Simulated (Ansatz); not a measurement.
# TlBi: the crystal squeezed far

The task here is to estimate one member of a computed series from the others.

Computed with Ansatz 0.2.0 (DFT, PBEsol, PAW with Ansatz's default frozen-core files, scalar-relativistic, unless a step's input says otherwise).

## Starting point

It takes space group Pm-3m (No. 221, cubic). The conventional cell has a = 3.992 Å, b = 3.992 Å, c = 3.992 Å, α = 90.00°, β = 90.00°, γ = 90.00°. Around Tl (site symmetry m-3m) lie 8 Bi at 3.46 Å. Bi (site symmetry m-3m) is surrounded by 8 Tl at 3.46 Å.

Coordinates:

```
CELL_PARAMETERS angstrom
3.99171 0.00000 0.00000
0.00000 3.99171 0.00000
0.00000 0.00000 3.99171
ATOMIC_POSITIONS crystal
Tl 0.00000 0.00000 0.00000
Bi 0.50000 0.50000 0.50000
```

Whether this phase is the stable one at these pressures isn't tested.

Atoms are numbered in the order of the input: Tl1, Bi2.

The first run:

input.yaml reads:

```yaml
crystal:
  lattice:
    - [3.991709, 0.0, 0.0]
    - [0.0, 3.991709, 0.0]
    - [0.0, 0.0, 3.991709]
  atoms:
    - { symbol: Tl, position: [0.0, 0.0, 0.0] }
    - { symbol: Bi, position: [0.5, 0.5, 0.5] }
kpoints:
  mp_grid: { grid: [9, 9, 9] }
  band_path:
    path:
      - [0.0, 0.0, 0.0]
      - [0.0, 0.5, 0.0]
      - [0.5, 0.5, 0.0]
      - [0.0, 0.0, 0.0]
      - [0.5, 0.5, 0.5]
      - [0.0, 0.5, 0.0]
      - [0.5, 0.5, 0.5]
      - [0.5, 0.5, 0.0]
    npoints: 6
scf:
  occupations: { method: fermi_dirac, width: 0.05 }
hamiltonian:
  xc: pbesol
  pseudopotentials: { kind: paw }
output:
  forces: true
  stress: true
  eigenvalues: true
  populations: true
  write_density: true
  write_potential: true
  elf: true
  volumetric_format: npy
```

The run is started by

```console
ansatz run input.yaml --threads 1 --pin off --max-ram 2048MiB --backend cpu --events-out ev --progress --plain --runs-dir out
```

Steps of the session up to this table: Volume scaled by 1, PAW; Volume scaled by 0.75, PAW; Volume scaled by 0.65, PAW; Volume scaled by 0.6, PAW.

One of the session's tables, all rows but one given; the rest of the session is left out.

| method | volume over the first | volume (Å³/atom) | pressure (GPa) |
| --- | --- | --- | --- |
| PAW | 1 | 31.801 | -3.02 |
| PAW | 0.75 | 23.851 | 16.48 |
| PAW | 0.65 | 20.671 | 40.46 |
| PAW | 0.6 | ? | ? |

Q: Estimate the row for PAW, 0.6 from the others.

The run gave: volume (Å³/atom): 19.081; pressure (GPa): 60.97. In the column «volume (Å³/atom)» it is the lowest.
